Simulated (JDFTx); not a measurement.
MoW:

```
W Mo
1.0
     1.57928   -2.23430    0.00000
     1.57928    2.23430    0.00000
     0.00000    0.00000    4.48659
W Mo
1 1
Direct
  0.50000 0.50000 0.50000
  0.00000 0.00000 0.00000
```

The cell comes from a database or a generator and needn't be the stable form of this composition.

```yaml
Program: JDFTx 1.7.0 (patched build)
Task: single point
Functional: PBEsol
Potentials_or_basis: PseudoDojo-SR-PBEsol-0.4.1-standard with smoothed tails
Cutoff: 1088 eV
Density_cutoff: 8708 eV
k_mesh: 10 × 10 × 6
Occupations: fermi-dirac, width 0.05 eV
Spin: no spin polarisation
```

On this cell: pressure -5.5 GPa; largest force under 0.003 eV/Å; band gap on the k mesh none (metal or under the smearing width).

The same run follows on a disturbed copy (atoms moved at random, drawn with an rms of 0.05 Å):

```
W Mo
1.0
     1.57928   -2.23430    0.00000
     1.57928    2.23430    0.00000
     0.00000    0.00000    4.48659
W Mo
1 1
Direct
  0.50761 0.51712 0.50637
  0.00711 0.00345 0.01141
```

**Question.** What does the disturbed cell give?

**Answer.** The energy (extrapolated to zero smearing) moves by +3.8 meV/atom; pressure -5.3 GPa; largest force 0.385 eV/Å; band gap on the k mesh none (metal or under the smearing width).

Forces on the atoms (eV/Å):
```
W   -0.101 -0.194  0.316
Mo   0.101  0.194 -0.316
```

Stress tensor (GPa, compression positive):
```
-4.40  0.00 -0.04
 0.00 -5.43 -0.09
-0.04 -0.09 -6.18
```
